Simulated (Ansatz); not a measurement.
# TiH+ (triplet): wave-function methods side by side at distance Ti1–H2 = 1.899 Å, def2-TZVPP

Aim: climb from Hartree-Fock through coupled cluster and multireference methods for TiH+ (triplet) at one geometry and basis, and see what each rung misses.

Program: Ansatz 0.2.0, Gaussian basis. Level of theory: def2-TZVPP, core rule «outside noble gas», up to 9 orbitals frozen. These are calculated values, not measurements.

The runs, in order: UHF; CCSD(T) on ROHF; CCSD(T) on UHF; CCSDT(Q) on ROHF; CCSDT(Q) on UHF; CASSCF and NEVPT2, 4 electrons in 4 orbitals; Full CI.

48 further runs of the same task are left out: 30 for a known fault of the program, 18 that didn't finish. Runs told in other sessions of the task aren't counted.

### Step 1. What is computed

The geometry derives from a PBE0/def2-TZVP stationary point (not a proven minimum). One bond is set to the value named and the two fragments are kept rigid.

2 atoms, charge 1, spin multiplicity 3.

Atoms are counted from 1 here; the program's logs count them from 0.

Bond lengths: Ti1–H2 1.899 Å.

As a file:

```xyz
2
charge 1, multiplicity 3
Ti    0.0000    0.0000    0.0000
H     0.0000    0.0000    1.8990
```

### Step 2. UHF

Input file in.yaml:

```yaml
crystal:
  periodic: [false, false, false]
  atoms:
    - {symbol: Ti, position_ang: [0.000000, 0.000000, 0.000000]}
    - {symbol: H, position_ang: [0.000000, 0.000000, 1.899000]}
basis:
  gaussian: {orbitals: def2-TZVPP}
total_charge: 1
magnetization: {spin_polarized: true, initial_magnetization: 2}
hamiltonian: {xc: hf}
output: {orbitals: {seedname: orbitals}}
```

Started as:

```sh
> ansatz run in.yaml --threads 1 --pin off --events-out ev --progress --plain --max-ram 2393MiB
```

The runs that follow: CCSD(T) on ROHF; CCSD(T) on UHF; CCSDT(Q) on ROHF; CCSDT(Q) on UHF; CASSCF and NEVPT2, 4 electrons in 4 orbitals; Full CI.

Q: Predict the results of all the runs planned. Wanted: FCI from the RHF energy; RMP2 from FCI; UMP2 from FCI; RCCSD from FCI; RCCSD(T) from FCI; UCCSD(T) from FCI; RCCSDT(Q) from FCI; UCCSDT(Q) from FCI; NEVPT2 pair from FCI.

As calculated:

| quantity | value |
| --- | --- |
| FCI from the ROHF energy | -1.5403 eV |
| RMP2 from FCI | +402.0 meV |
| UMP2 from FCI | +285.9 meV |
| RCCSD from FCI | +34.2 meV |
| RCCSD(T) from FCI | +2.7 meV |
| UCCSD(T) from FCI | -105.1 meV |
| RCCSDT(Q) from FCI | -18.7 meV |
| UCCSDT(Q) from FCI | -119.8 meV |
| NEVPT2 pair from FCI | +369.1 meV |
| levels within 1 kcal/mol (43 meV) | RCCSD, RCCSD(T), RCCSDT, RCCSDT(Q) |
| T1 diagnostic | 0.037 |
| effectively unpaired electrons | 2.11 |

What this shows: RCCSD(T) lands +2.7 meV from the yardstick (0.2 % of the correlation energy). CCSD(T) misses by +2.7 meV on the restricted determinant and by -105.1 meV on the unrestricted one; the two need not hold the same state or core. UCCSD, UCCSD(T), RCCSDT, UCCSDT, RCCSDT(Q), UCCSDT(Q) fall below full CI: unrestricted runs freeze a spin-polarised core, another one than full CI's, and coupled cluster isn't variational. One determinant dominates. These misses are within one basis, not against nature; the frozen cores of restricted and unrestricted runs differ, which can shift their rows.

Levels on UHF freeze UHF's core orbitals, full CI those of ROHF, so the U rows can settle a little off it for that reason alone.
